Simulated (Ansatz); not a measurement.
# CH8BNO2Si: the cost of one run

Program: Ansatz 0.2.0. Level of theory: RKS PBE0-D4/def2-SVP. These are calculated values, not measurements.

## Step 1: Starting point

Bond lengths: O1–B2 1.510 Å, B2–N3 1.528 Å, N3–C4 1.455 Å, C4–O5 1.382 Å, O5–Si6 1.753 Å, O1–H7 1.007 Å, B2–H8 1.139 Å, N3–H9 1.100 Å, C4–H10 1.052 Å, C4–H11 1.187 Å, Si6–H12 1.487 Å, Si6–H13 1.471 Å, Si6–H14 1.481 Å. Angles (14 of 20 angles, heavy atoms first): O1–B2–N3 121.4°, B2–N3–C4 112.6°, N3–C4–O5 112.3°, C4–O5–Si6 112.9°, O1–B2–H8 119.6°, N3–B2–H8 118.8°, B2–O1–H7 100.5°, B2–N3–H9 106.6°, C4–N3–H9 105.8°, N3–C4–H10 112.3°, N3–C4–H11 105.2°, O5–C4–H10 111.1°, O5–C4–H11 108.9°, O5–Si6–H12 109.4°.

As a file:

```xyz
14

O     1.1167   -2.9132   -0.2264
B     0.2094   -2.0202    0.5863
N     0.4496   -0.5136    0.6786
C     0.3965    0.1408   -0.6201
O     0.5470    1.5114   -0.5231
Si   -0.8497    2.3024    0.1825
H     0.6467   -2.8916   -1.1171
H    -0.6170   -2.4844    1.2176
H     1.4805   -0.3821    1.0382
H     1.0842   -0.2685   -1.3022
H    -0.6860   -0.0980   -1.0438
H    -1.1200    1.7219    1.5244
H    -0.6347    3.7518    0.3172
H    -2.0363    2.1140   -0.6831
```

## Step 2: Relaxing end A

The input, input.yaml:

```yaml
crystal:
  periodic: [false, false, false]
  atoms:
    - { symbol: O, position_ang: [1.1167, -2.9132, -0.2264] }
    - { symbol: B, position_ang: [0.2094, -2.0202, 0.5863] }
    - { symbol: "N", position_ang: [0.4496, -0.5136, 0.6786] }
    - { symbol: C, position_ang: [0.3965, 0.1408, -0.6201] }
    - { symbol: O, position_ang: [0.547, 1.5114, -0.5231] }
    - { symbol: Si, position_ang: [-0.8497, 2.3024, 0.1825] }
    - { symbol: H, position_ang: [0.6467, -2.8916, -1.1171] }
    - { symbol: H, position_ang: [-0.617, -2.4844, 1.2176] }
    - { symbol: H, position_ang: [1.4805, -0.3821, 1.0382] }
    - { symbol: H, position_ang: [1.0842, -0.2685, -1.3022] }
    - { symbol: H, position_ang: [-0.686, -0.098, -1.0438] }
    - { symbol: H, position_ang: [-1.12, 1.7219, 1.5244] }
    - { symbol: H, position_ang: [-0.6347, 3.7518, 0.3172] }
    - { symbol: H, position_ang: [-2.0363, 2.114, -0.6831] }
basis:
  gaussian: { orbitals: def2-SVP }
hamiltonian:
  xc: pbe0
  dispersion: d4
relax:
  f_tol: 0.015
  max_steps: 40
```

Started as:

```bash
$ ansatz run input.yaml --threads 2 --pin off --max-ram 3072MiB --backend cpu --events-out ev --progress --plain --runs-dir out
```

Q: Estimate wall time and peak memory on 2 threads of Arm Neoverse V1, shared host.

About 2.4 min, with a peak of 0.31 GiB.
